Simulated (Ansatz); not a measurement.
# Zn2PbF: the cost of one run

Method: DFT PBE, scalar-relativistic, plane waves, PAW, in Ansatz 0.2.0.

## (1) The starting structure

Symmetry: P4/mmm, No. 123, tetragonal system. The conventional cell has a = 4.086 Å, b = 4.086 Å, c = 4.525 Å, α = 90.00°, β = 90.00°, γ = 90.00°. Zn (site symmetry 4/mmm) has 2 Pb at 2.26 Å as nearest neighbours. Around Zn (site symmetry 4/mmm) lie 2 F at 2.26 Å. Pb (site symmetry 4/mmm) is surrounded by 2 Zn at 2.26 Å. F (site symmetry 4/mmm) has 2 Zn at 2.26 Å as nearest neighbours.

As a file:

```xyz
4
Lattice="4.0861 0.0000 0.0000 0.0000 4.0861 0.0000 0.0000 0.0000 4.5247" Properties=species:S:1:pos:R:3 pbc="T T T"
Zn    2.0430    2.0430    0.0000
Zn    0.0000    0.0000    0.0000
Pb    2.0430    2.0430    2.2623
F     0.0000    0.0000    2.2623
```

A structure generator made this guess: random cell by space group and Wyckoff sites (P4/mmm, No. 123). The dimensions are guesses.

## (2) Probe: one point on a coarse mesh

Input file input.yaml:

```yaml
crystal:
  lattice:
    - [4.0860826, 0.0, 0.0]
    - [0.0, 4.0860826, 0.0]
    - [0.0, 0.0, 4.52465609]
  atoms:
    - { symbol: Zn, position: [0.5, 0.5, 0.0] }
    - { symbol: Zn, position: [0.0, 0.0, 0.0] }
    - { symbol: Pb, position: [0.5, 0.5, 0.5] }
    - { symbol: F, position: [0.0, 0.0, 0.5] }
basis:
  ecutwfc: 420
kpoints:
  mp_grid: { grid: [4, 4, 4] }
hamiltonian:
  xc: pbe
scf:
  occupations: { method: gaussian, width: 0.1 }
  lower_state_search: "off"
output:
  forces: true
  stress: true
  eigenvalues: true
```

On the command line:

```console
$ ansatz run input.yaml --threads 1 --pin off --max-ram 2048MiB --backend cpu --events-out ev --progress --plain --runs-dir out
```

Q: Estimate wall time and peak memory on 1 thread of Arm Neoverse V2, shared host.

About 2.4 s, with a peak of 0.35 GiB.
